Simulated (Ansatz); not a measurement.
# C (Graphite 2H): the cost of one run

Computed with Ansatz 0.2.0 (DFT LDA, frozen-core PAW, scalar-relativistic unless said, unless a step's input says otherwise).

The COD entry's cell or inner coordinates are ideal or old and differ from later refinements, so a difference from it is no clean test against experiment.

**1. The starting structure**

It takes space group P6_3mc (No. 186, hexagonal). Conventional cell: a = 2.470 Å, b = 2.470 Å, c = 6.790 Å, α = 90.00°, β = 90.00°, γ = 120.00°. C (site symmetry 3m) has 3 C at 1.43 Å as nearest neighbours.

Coordinates:

```cif
data_structure
_symmetry_space_group_name_H-M 'P6_3mc'
_symmetry_Int_Tables_number 186
_cell_length_a 2.4700
_cell_length_b 2.4700
_cell_length_c 6.7900
_cell_angle_alpha 90.000
_cell_angle_beta 90.000
_cell_angle_gamma 120.000
_cell_volume 35.88
loop_
_atom_site_label
_atom_site_type_symbol
_atom_site_symmetry_multiplicity
_atom_site_Wyckoff_symbol
_atom_site_fract_x
_atom_site_fract_y
_atom_site_fract_z
_atom_site_occupancy
C1 C 2 a 0.00000 0.00000 0.00000 1
C2 C 2 b 0.33333 0.66667 0.00500 1
```

Cartesian axes are those of the input's lattice vectors. The structure goes back to a database entry.

**2. Cell and atoms relaxed, PAW**

Input file input.yaml:

```yaml
crystal:
  lattice:
    - [2.46999999998, 0.0, 0.0]
    - [-1.23499999999, 2.13908274733, 0.0]
    - [0.0, 0.0, 6.79]
  atoms:
    - { symbol: C, position: [0.0, 0.0, 0.0] }
    - { symbol: C, position: [0.0, 0.0, 0.5] }
    - { symbol: C, position: [0.333333333333, 0.666666666667, 0.005] }
    - { symbol: C, position: [0.666666666667, 0.333333333333, 0.505] }
kpoints:
  mp_grid: { grid: [20, 20, 6] }
scf:
  occupations: { method: fermi_dirac, width: 0.08 }
hamiltonian:
  xc: lda
  pseudopotentials: { kind: paw }
relax:
  f_tol: 0.002
  max_steps: 80
  cell: {}
output:
  forces: true
  stress: true
```

Launch:

```console
$ ansatz run input.yaml --threads 1 --pin off --max-ram 3072MiB --backend cpu --events-out ev --progress --plain --runs-dir out
```

**Question.** How long does this run take on 1 thread of Arm Neoverse V2, shared host, and how much memory does it need?

About 42 s, with a peak of 0.36 GiB.
